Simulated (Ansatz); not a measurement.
# Nb2SiN2: the cost of one run

Program: Ansatz 0.2.0. Level of theory: DFT PBE, scalar-relativistic, plane waves, PAW. These are calculated values, not measurements.

3 further runs of the same task are left out: 1 that didn't finish, 2 set aside as unsound or not needed.

### 1 The structure to begin with

Symmetry: R-3m, No. 166, trigonal system. Conventional cell: a = 4.300 Å, b = 4.300 Å, c = 13.525 Å, α = 90.00°, β = 90.00°, γ = 120.00°. Nb (site symmetry 3m) has 3 Si at 2.63 Å and 4 Nb at 2.76 to 3.04 Å and 7 N at 2.78 to 2.99 Å as nearest neighbours. Si (site symmetry -3m) is surrounded by 2 N at 2.39 Å and 6 Nb at 2.63 Å. Around N (site symmetry 3m) lie 1 Si at 2.39 Å and 3 N at 2.50 Å and 7 Nb at 2.78 to 2.99 Å.

Structure file:

```xyz
5
Lattice="2.1502 1.2414 4.5082 -2.1502 1.2414 4.5082 0.0000 -2.4828 4.5082" Properties=species:S:1:pos:R:3 pbc="T T T"
Nb    0.0000    0.0000    1.3804
Nb    0.0000    0.0000   12.1441
Si    0.0000    0.0000    6.7623
N     0.0000    0.0000    9.1502
N     0.0000    0.0000    4.3744
```

A structure generator made this guess: random cell by space group and Wyckoff sites (R-3m, No. 166). The dimensions are guesses.

### 2 The guess as it stands, on a coarse mesh

input.yaml reads:

```yaml
crystal:
  lattice:
    - [2.15021078, 1.24142477, 4.50819248]
    - [-2.15021078, 1.24142477, 4.50819248]
    - [0.0, -2.48284955, 4.50819248]
  atoms:
    - { symbol: Nb, position: [0.1020695, 0.1020695, 0.1020695] }
    - { symbol: Nb, position: [0.8979305, 0.8979305, 0.8979305] }
    - { symbol: Si, position: [0.5, 0.5, 0.5] }
    - { symbol: "N", position: [0.67655972, 0.67655972, 0.67655972] }
    - { symbol: "N", position: [0.32344028, 0.32344028, 0.32344028] }
basis:
  ecutwfc: 420
kpoints:
  mp_grid: { grid: [6, 6, 6] }
hamiltonian:
  xc: pbe
scf:
  occupations: { method: gaussian, width: 0.1 }
  lower_state_search: "off"
output:
  forces: true
  stress: true
  eigenvalues: true
```

Launch:

```bash
$ ansatz run input.yaml --threads 1 --pin off --max-ram 2560MiB --backend cpu --events-out ev --progress --plain --runs-dir out
```

Q: Estimate wall time and peak memory on 1 thread of Arm Neoverse V2, shared host.

About 2.5 s, with a peak of 0.36 GiB.
